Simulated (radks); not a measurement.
# Ionisation of Yb³⁺: one atom, several choices of exchange strength α

One table from this session's results is given with a row withheld; the runs are named, their logs left out.

The numbers are computed with radks (a radial shooting solver on a logarithmic mesh, Libxc functionals) version 1 (Dirac Kohn-Sham, spin-unpolarised, spherical densities, point nucleus; open shells fill j = l - 1/2 first), except any that are marked as measured or tabulated.

### The system

- element: ytterbium (Z = 70)
- charge: +3
- electrons: 67
- configuration: [Xe] 4f13
- ion: Yb⁴⁺, [Xe] 4f12
- choices: α = 0.597; α = 0.667; α = 0.76; α = 0.946; α = 0.97

Set-up of the first run:

Input:

```text
Z 70
configuration [Xe] 4f13
relativity Dirac
functional xalpha 0.597
spin unpolarised
j_filling energy
nucleus point
c 137.035999084
```

Steps of the session up to this table: α = 0.597: Yb³⁺.

One table of the session follows, with a row left open; its other results are not shown here.

It belongs to the step «α = 0.597: Yb³⁺». From the orbitals of this run (lengths in bohr):

```
level     <r>  outermost maximum (interpolated)  90 % within  nodes
4p3/2  0.5288                             0.486        0.770      2
4d3/2  0.5538                             0.487        0.834      1
4d5/2  0.5654                             0.496        0.851      1
5s1/2       ?                                 ?            ?      ?
5p1/2   1.332                              1.16         1.95      3
5p3/2   1.436                              1.24         2.11      3
4f5/2  0.7362                             0.479         1.27      0
4f7/2  0.7510                             0.484         1.30      0
```

Estimate the missing values for 5s1/2.

**Answer.** <r>: 1.192; outermost maximum (interpolated): 1.06; 90 % within: 1.72; nodes: 4. In the column «<r>» it lies between 4f7/2 (0.7510) and 5p1/2 (1.332).

To keep in mind: Spin polarisation and multiplet splitting are left out, so open shells lie too high by an amount that depends on their filling.
